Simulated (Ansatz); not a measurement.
**Mg7Cl: from a guess to a relaxed structure**

The task: take a trial cell of Mg7Cl to zero force and stress.

Method: DFT PBE, scalar-relativistic, plane waves, PAW, in Ansatz 0.2.0.

### 1 The system as given

Symmetry: Fm-3m, No. 225, cubic system. Conventional cell: a = 8.222 Å, b = 8.222 Å, c = 8.222 Å, α = 90.00°, β = 90.00°, γ = 90.00°. Mg (site symmetry mmm) has 10 Mg at 2.91 Å and 2 Cl at 2.91 Å as nearest neighbours. Mg (site symmetry m-3m) is surrounded by 12 Mg at 2.91 Å. Around Cl (site symmetry m-3m) lie 12 Mg at 2.91 Å.

As a file:

```xyz
8
Lattice="0.0000 4.1109 4.1109 4.1109 0.0000 4.1109 4.1109 4.1109 0.0000" Properties=species:S:1:pos:R:3 pbc="T T T"
Mg    0.0000    2.0554    2.0554
Mg    4.1109    2.0554    2.0554
Mg    2.0554    0.0000    2.0554
Mg    2.0554    4.1109    2.0554
Mg    2.0554    2.0554    0.0000
Mg    2.0554    2.0554    4.1109
Mg    4.1109    4.1109    4.1109
Cl    0.0000    0.0000    0.0000
```

The cell is invented: species swapped into a database cell of MgPt7 (Fm-3m, No. 225), with Cl on the Mg sites and Mg on the Pt sites. Its size is a rough estimate.

### 2 Probe: one point on a coarse mesh

Input file input.yaml:

```yaml
crystal:
  lattice:
    - [0.0, 4.11086454, 4.11086454]
    - [4.11086454, 0.0, 4.11086454]
    - [4.11086454, 4.11086454, 0.0]
  atoms:
    - { symbol: Mg, position: [0.5, 0.0, 0.0] }
    - { symbol: Mg, position: [0.0, 0.5, 0.5] }
    - { symbol: Mg, position: [0.0, 0.5, 0.0] }
    - { symbol: Mg, position: [0.5, 0.0, 0.5] }
    - { symbol: Mg, position: [0.0, 0.0, 0.5] }
    - { symbol: Mg, position: [0.5, 0.5, 0.0] }
    - { symbol: Mg, position: [0.5, 0.5, 0.5] }
    - { symbol: Cl, position: [0.0, 0.0, 0.0] }
basis:
  ecutwfc: 420
kpoints:
  mp_grid: { grid: [4, 4, 4] }
hamiltonian:
  xc: pbe
scf:
  occupations: { method: gaussian, width: 0.1 }
  lower_state_search: "off"
output:
  forces: true
  stress: true
  eigenvalues: true
```

The run is started by

```
$ ansatz run input.yaml --threads 1 --pin off --max-ram 2048MiB --backend cpu --events-out ev --progress --plain --runs-dir out
```

Further runs follow: rough relaxation on the coarse mesh; relaxation on the finer mesh.

Q: Predict the outcome of this session. Wanted: conventional cell; volume; energy over the elements; gap on the mesh.

As calculated:

| quantity | value |
| --- | --- |
| symmetry at the end (tolerance 0.05 Å) | space group Fm-3m (No. 225) |
| conventional cell | a = 9.086 Å, b = 9.086 Å, c = 9.086 Å, α = 90.00°, β = 90.00°, γ = 90.00° |
| volume | 23.44 Å³/atom |
| energy over the elements (uncorrected; H, N, O, F and Cl as molecules) | -0.11 eV/atom |
| gap on the mesh | none (metal) |

**Reading.** The space group Fm-3m (No. 225) is kept, and the volume per atom grows by 35.0 % from the first guess. A negative formation energy is needed for stability but isn't enough; other structures and compounds were not set against it here. No finished test with a distortion of lower symmetry is shown, so the end may be a saddle point. Spin polarisation is off in the runs that give these values; a magnetic solution could lie lower.
